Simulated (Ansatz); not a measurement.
# Cr (bcc type): the cost of one run

Method: DFT, LDA, PAW with Ansatz's default frozen-core files, scalar-relativistic, in Ansatz 0.2.0.

### Step 1. Starting point

It takes space group Im-3m (No. 229, cubic). The conventional cell has a = 2.789 Å, b = 2.789 Å, c = 2.789 Å, α = 90.00°, β = 90.00°, γ = 90.00°. Around Cr (site symmetry m-3m) lie 8 Cr at 2.41 Å.

Structure file:

```
CELL_PARAMETERS angstrom
-1.39428 1.39428 1.39428
1.39428 -1.39428 1.39428
1.39428 1.39428 -1.39428
ATOMIC_POSITIONS crystal
Cr 0.00000 0.00000 0.00000
```

Whether this phase is the stable one at these pressures isn't tested.

### Step 2. Cell relaxed at zero pressure, PAW

input.yaml

```yaml
crystal:
  lattice:
    - [-1.3942793776, 1.3942793776, 1.3942793776]
    - [1.3942793776, -1.3942793776, 1.3942793776]
    - [1.3942793776, 1.3942793776, -1.3942793776]
  atoms:
    - { symbol: Cr, position: [0.0, 0.0, 0.0], spin: 2.0 }
magnetization:
  spin_polarized: true
kpoints:
  mp_grid: { grid: [21, 21, 21] }
scf:
  occupations: { method: fermi_dirac, width: 0.1 }
hamiltonian:
  xc: lda
  pseudopotentials: { kind: paw }
output:
  forces: true
  stress: true
relax:
  f_tol: 0.005
  max_steps: 40
  cell: {}
```

Run with:

```bash
$ ansatz run input.yaml --threads 1 --pin off --max-ram 3072MiB --backend cpu --events-out ev --progress --plain --runs-dir out
```

**Question.** How long does this run take on 1 thread of Arm Neoverse V1, shared host, and how much memory does it need?

About 19 s, with a peak of 0.34 GiB.
